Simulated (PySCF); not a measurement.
# Ways to converge the SCF of Ga2⁺

Aim: find out which solver settings change the answer for Ga2⁺.

Computed with PySCF 2.14.0. Level: each script names its method and basis.

2 further runs of the same task are left out: 2 that didn't finish.

### 1 The starting structure

Ga2⁺: 2 atoms, charge 1, spin multiplicity 2.

Bond lengths: Ga1–Ga2 2.635 Å.

### 2 The run that the others are compared with

The input, input.py:

```python
from pyscf import gto, scf, mp

mol = gto.M(
    atom='Ga 0 0 0; Ga 0 0 2.635',
    basis='ano-rcc-vdzp',
    charge=1,
    spin=1,
    verbose=4,
)
mf = scf.UHF(mol)
mf = mf.sfx2c1e()
mf.kernel()
mp.MP2(mf, frozen=18).kernel()
mf.dip_moment()
print('orbital energies (hartree):', [e[max(0, n-3):n+3].round(4) for e, n in zip(mf.mo_energy, mol.nelec)])
```

The run is started by

```console
$ OMP_NUM_THREADS=1 python input.py
```

Its log is not repeated here.

It gives: E(SCF) = -3884.167133 Eh, 9 cycles, E(MP2) − E(SCF) = -0.46115 Eh, ⟨S²⟩ = 0.751.

The bond length is a typed value, not an optimised one. The dipole of an ion depends on the origin.

### 3 Smearing width 0.01 hartree

Edit 1 changes smearing width: none → 0.01 hartree; step after the SCF: mp2 → none.

The input, input.py:

```python
from pyscf import gto, scf

mol = gto.M(
    atom='Ga 0 0 0; Ga 0 0 2.635',
    basis='ano-rcc-vdzp',
    charge=1,
    spin=1,
    verbose=4,
)
mf = scf.UHF(mol)
mf = mf.sfx2c1e()
mf = scf.addons.smearing_(mf, sigma=0.01, method='fermi')
mf.kernel()
mf.dip_moment()
print('orbital energies (hartree):', [e[max(0, n-3):n+3].round(4) for e, n in zip(mf.mo_energy, mol.nelec)])
```

The run is started by

```console
$ OMP_NUM_THREADS=1 python input.py
```

### 4 Damping 0.2

Edit 2 changes damping: none → 0.2.

input.py: that of step 2 with these lines changed.

```diff
@@ -11,2 +11,4 @@
 mf = mf.sfx2c1e()
+mf.damp = 0.2
+mf.diis_start_cycle = 8
 mf.kernel()
```

### 5 DIIS space 4

Edit 3 changes DIIS space: default → 4.

input.py: that of step 2 with these lines changed.

```diff
@@ -11,2 +11,3 @@
 mf = mf.sfx2c1e()
+mf.diis_space = 4
 mf.kernel()
```

### 6 Convergence threshold 1e-16 hartree

Edit 4 changes convergence threshold: default → 1e-16 hartree.

input.py: that of step 2 with these lines changed.

```diff
@@ -11,2 +11,3 @@
 mf = mf.sfx2c1e()
+mf.conv_tol = 1e-16
 mf.kernel()
```

Before running it: what results should come out? Wanted: for each run, E(SCF); from base; gap, α spin; after the SCF.

The runs gave:

```tsv
run	E(SCF) (hartree)	from base (eV)	cycles	gap, α spin (eV)	after the SCF
base	-3884.167133	0	9	5.60	MP2 correlation -12.549 eV, core frozen
smearing width 0.01 hartree	-3884.081767	not comparable	14	n/a	n/a
damping 0.2	-3884.167133	0.0000	13	5.60	MP2 correlation -12.549 eV, core frozen
DIIS space 4	-3884.167133	0.0000	10	5.60	MP2 correlation -12.549 eV, core frozen
convergence threshold 1e-16 hartree	-3884.167133	0.0000	32	5.60	MP2 correlation -12.549 eV, core frozen
```

Distance from each run's final energy (log10 hartree) by cycle:

```tsv
run	cycle 1	cycle 2	cycle 3	cycle 5	cycle 8	cycle 12
base	-1.7	-2.6	-3.8	-5.6	-9.4	done
smearing width 0.01 hartree	-1.8	-2.2	-2.5	-3.4	-5.5	-8.5
damping 0.2	-1.7	-2.7	-3.5	-4.9	-6.1	-10.7
DIIS space 4	-1.7	-2.6	-3.8	-5.6	-8.5	done
convergence threshold 1e-16 hartree	-1.7	-2.6	-3.8	-5.6	-9.4	< -11
```

No change of the SCF energy comes from damping 0.2 or DIIS space 4 or convergence threshold 1e-16 hartree. The base needs 9 cycles and the run with damping 0.2 needs 13.
